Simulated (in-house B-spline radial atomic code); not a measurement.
**Ag⁴⁰⁺: excited configurations**

Aim: the energies of several excited configurations of Ag⁴⁰⁺ above a reference configuration, each from its own self-consistent run.

The numbers are computed with in-house B-spline radial atomic code version 1 (Dirac-Hartree-Fock, average of configuration, Fermi nucleus, basis-set limit), except any that are marked as measured or tabulated.

## (1) The atom as given

```
element       : silver (Z = 47)
charge        : +40
electrons     : 7
configuration : [He] 2s2 2p3
Hamiltonian   : Dirac-Coulomb
nucleus       : Fermi, rms radius 4.545 fm
```

The outer shells:

[He] 2s2 2p3
```
[He] core
2s [↑↓]
2p [↑ ][↑ ][↑ ]
```

The boxes draw the filling by Hund's rule, which heavy ions in jj coupling don't follow; these runs average over all states of the configuration.

Input settings:

```ini
Z = 47
electrons = 7.0
configuration = [He] 2s2 2p3
hamiltonian = dirac
method = hf
spin_polarised = False
nucleus = fermi
rms_radius = 4.5454
mass_number = 107
atomic_mass = 106.905091509
speed_of_light = 137.035999084
```

The reference is known from an earlier run: -3486.241805 hartree in all. Up to eight levels, counted from the top:

```tsv
orbital	occupation	energy (eV)	<r> (bohr)
1s1/2	2	-28777.6	0.03099
2s1/2	2	-6530.68	0.1289
2p1/2	1	-6367.50	0.1085
2p3/2	2	-6173.69	0.1130
```

## (2) Run with [He] 2s1 2p3 3p1

Input settings:

```ini
Z = 47
electrons = 7.0
configuration = [He] 2s1 2p3 3p1
hamiltonian = dirac
method = hf
spin_polarised = False
nucleus = fermi
rms_radius = 4.5454
mass_number = 107
atomic_mass = 106.905091509
speed_of_light = 137.035999084
```

## (3) Run with [He] 2s2 2p2 6d1

The settings differ from step 2 so:

```diff
@@ -2,3 +2,3 @@
 electrons = 7.0
-configuration = [He] 2s1 2p3 3p1
+configuration = [He] 2s2 2p2 6d1
 hamiltonian = dirac
```

## (4) Run with [He] 2s2 2p2 3s1

The settings differ from step 3 so:

```diff
@@ -2,3 +2,3 @@
 electrons = 7.0
-configuration = [He] 2s2 2p2 6d1
+configuration = [He] 2s2 2p2 3s1
 hamiltonian = dirac
```

## (5) Configuration [He] 2s1 2p3 4f1

The settings differ from step 4 so:

```diff
@@ -2,3 +2,3 @@
 electrons = 7.0
-configuration = [He] 2s2 2p2 3s1
+configuration = [He] 2s1 2p3 4f1
 hamiltonian = dirac
```

## (6) [He] 2s2 2p2 6f1

The settings differ from step 5 so:

```diff
@@ -2,3 +2,3 @@
 electrons = 7.0
-configuration = [He] 2s1 2p3 4f1
+configuration = [He] 2s2 2p2 6f1
 hamiltonian = dirac
```

**Question.** How far above the reference does each configuration lie (order and size, in eV)?

**Answer**, as computed:

| net move | configuration | energy above the reference (eV) | with Breit, QED, recoil (eV) | largest <r> (bohr) |
| --- | --- | --- | --- | --- |
| 2p → 3s | [He] 2s2 2p2 3s1 | 3461.69 | 3458.26 | 0.302 |
| 2s → 3p | [He] 2s1 2p3 3p1 | 3853.33 | 3846.48 | 0.291 |
| 2s → 4f | [He] 2s1 2p3 4f1 | 5095.39 | 5087.09 | 0.437 |
| 2p → 6d | [He] 2s2 2p2 6d1 | 5594.12 | 5588.54 | 1.23 |
| 2p → 6f | [He] 2s2 2p2 6f1 | 5599.04 | 5593.42 | 1.17 |

Quantum defects of the promoted electron, δ = n − ζ/√(−2ε) with ζ = 41 and ε its orbital energy in hartree:

| promotion | δ |
| --- | --- |
| 2p → 3s | 0.129 |
| 2s → 3p | 0.077 |
| 2s → 4f | 0.006 |
| 2p → 6d | 0.034 |
| 2p → 6f | 0.011 |

**Reading.** At the bottom stands 2p → 3s (3461.69 eV), at the top 2p → 6f (5599.04 eV). Of those tabulated, the defect is largest for 3s (0.13) and least for 4f (0.01); at this charge much of the defect is relativistic. Two partly filled shells share a symmetry and can mix in the average, which may lower the energy, for: 2s → 3p. These are averages over configurations, without correlation, not spectroscopic levels.
